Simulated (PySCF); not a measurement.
# H4OSeSi: the cost of one run

The runs use PySCF 2.14.0, with density-fitted response routines of our own; the level of theory stands in each step. All values are computed, except where a source is named. Atoms count from 0, in the outputs and in this text.

## Step 1: The molecule as given

7 atoms, charge 0, multiplicity 1; geometry from: GFN2-xTB. The atoms were then displaced at random by about 0.01 Å, so the start is not that level's minimum.

Bonds of the start (Å): O0–Si1 1.62, Si1–Se2 2.29, O0–H3 0.94, Si1–H4 1.46, Si1–H5 1.45, Se2–H6 1.45.

## Step 2: Relaxing the molecule at PBE0-D3(BJ)/def2-SVP

The job: settings as JSON, then the geometry in Å.

```
{"job": {"xc": "PBE0", "basis": "def2-SVP", "d3": "d3bj", "grid": 1, "shake": 0.01, "kind": "geom"}, "charge": 0, "multiplicity": 1}
O     -1.202400    -0.757280     0.282730
Si    -0.303090     0.572140     0.074510
Se     1.741810    -0.029220    -0.766770
H     -1.303350    -1.401890    -0.392760
H     -0.807870     1.488090    -0.941790
H     -0.162380     1.082970     1.426630
H      2.071230    -0.983910     0.267530
```

Run with:

```console
> OMP_NUM_THREADS=1 python probes_run.py task.json out
```

This one command runs all jobs of the session in turn.

Q: Estimate the wall time and peak memory of this first job on 1 thread of Arm Neoverse V1, shared host.

About 12 s, with a peak of 0.36 GiB.
